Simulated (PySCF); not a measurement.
# GaO⁺ (triplet): spin, charge, geometry and surroundings

Aim: change spin, charge, geometry, field or solvent of GaO⁺ (triplet), one at a time, and compare with the base run.

The runs use PySCF 2.14.0; each script names its method and basis.

### 1 Starting geometry

GaO⁺ (triplet): 2 atoms, charge 1, spin multiplicity 3.

Bond lengths: Ga1–O2 1.905 Å.

### 2 Base script

The input, input.py:

```python
from pyscf import gto, scf, mp

mol = gto.M(
    atom='Ga 0 0 0; O 0 0 1.905',
    basis='lanl2dz',
    ecp={'Ga': 'lanl2dz'},
    charge=1,
    spin=2,
    verbose=4,
)
mf = scf.UHF(mol)
mf.kernel()
mp.MP2(mf, frozen=1).kernel()
mf.dip_moment()
print('orbital energies (hartree):', [e[max(0, n-3):n+3].round(4) for e, n in zip(mf.mo_energy, mol.nelec)])
```

Command:

```console
> OMP_NUM_THREADS=1 python input.py
```

Its log is not repeated here.

Base result: E(SCF) = -76.504110 Eh, 13 cycles, E(MP2) − E(SCF) = -0.08063 Eh, ⟨S²⟩ = 2.080.

The bond length is a typed value, not an optimised one. The dipole of an ion depends on the origin. The triplet is typed in the script; nothing here shows that it is the ground state.

### 3 Quintet

Run 1 changes spin (2S): 2 → 4.

The input, input.py:

```python
from pyscf import gto, scf, mp

mol = gto.M(
    atom='Ga 0 0 0; O 0 0 1.905',
    basis='lanl2dz',
    ecp={'Ga': 'lanl2dz'},
    charge=1,
    spin=4,
    verbose=4,
)
mf = scf.UHF(mol)
mf.kernel()
mp.MP2(mf, frozen=1).kernel()
mf.dip_moment()
print('orbital energies (hartree):', [e[max(0, n-3):n+3].round(4) for e, n in zip(mf.mo_energy, mol.nelec)])
```

Command:

```console
> OMP_NUM_THREADS=1 python input.py
```

### 4 Charge +3

Run 2 changes charge: 1 → 3.

input.py: that of step 2 with these lines changed.

```diff
@@ -6,3 +6,3 @@
     ecp={'Ga': 'lanl2dz'},
-    charge=1,
+    charge=3,
     spin=2,
```

### 5 Bond 0.3 Å

Run 3 changes bond length: 1.905 Å → 0.3 Å.

input.py: that of step 2 with these lines changed.

```diff
@@ -3,3 +3,3 @@
 mol = gto.M(
-    atom='Ga 0 0 0; O 0 0 1.905',
+    atom='Ga 0 0 0; O 0 0 0.3',
     basis='lanl2dz',
```

### 6 Charge +2 (doublet)

Run 4 changes charge: 1 → 2; spin (2S): 2 → 1.

input.py: that of step 2 with these lines changed.

```diff
@@ -6,4 +6,4 @@
     ecp={'Ga': 'lanl2dz'},
-    charge=1,
-    spin=2,
+    charge=2,
+    spin=1,
     verbose=4,
```

### 7 Bond 1.676 Å

Run 5 changes bond length: 1.905 Å → 1.676 Å.

input.py: that of step 2 with these lines changed.

```diff
@@ -3,3 +3,3 @@
 mol = gto.M(
-    atom='Ga 0 0 0; O 0 0 1.905',
+    atom='Ga 0 0 0; O 0 0 1.676',
     basis='lanl2dz',
```

Q: Predict the outcome of this session. Wanted: for each run, E(SCF); from base; gap, α spin; after the SCF.

**Answer**, as computed:

```csv
run,E(SCF) (hartree),from base (eV),cycles,"gap, α spin (eV)",after the SCF
base,-76.504110,0,13,12.74,"MP2 correlation -2.194 eV, core frozen"
quintet,-76.380436,+3.3653,10,7.40,"MP2 correlation -1.285 eV, core frozen"
charge +3,-74.920488,+43.0925,11,17.85,"MP2 correlation -1.333 eV, core frozen"
bond 0.3 Å (poor choice),-45.100196,+854.5440,9,9.74,"MP2 correlation -1.524 eV, core frozen"
charge +2 (doublet),-75.799861,+19.1636,13,10.36,"MP2 correlation -3.002 eV, core frozen"
bond 1.676 Å,-76.480659,+0.6381,12,12.95,"MP2 correlation -2.598 eV, core frozen"
```

In words: The largest comparable shift of the SCF energy, +854.544 eV, comes with the run “bond 0.3 Å”. The quintet solution found lies 3.37 eV above the base triplet at this geometry and level. At the SCF level, going to the doublet with one electron fewer costs 19.16 eV at fixed geometry. With bond 0.3 Å the frontier gap moves by over 1.5 eV, which can mean another electronic state rather than the bond length alone. Rows marked «poor choice» come from settings spoiled on purpose.
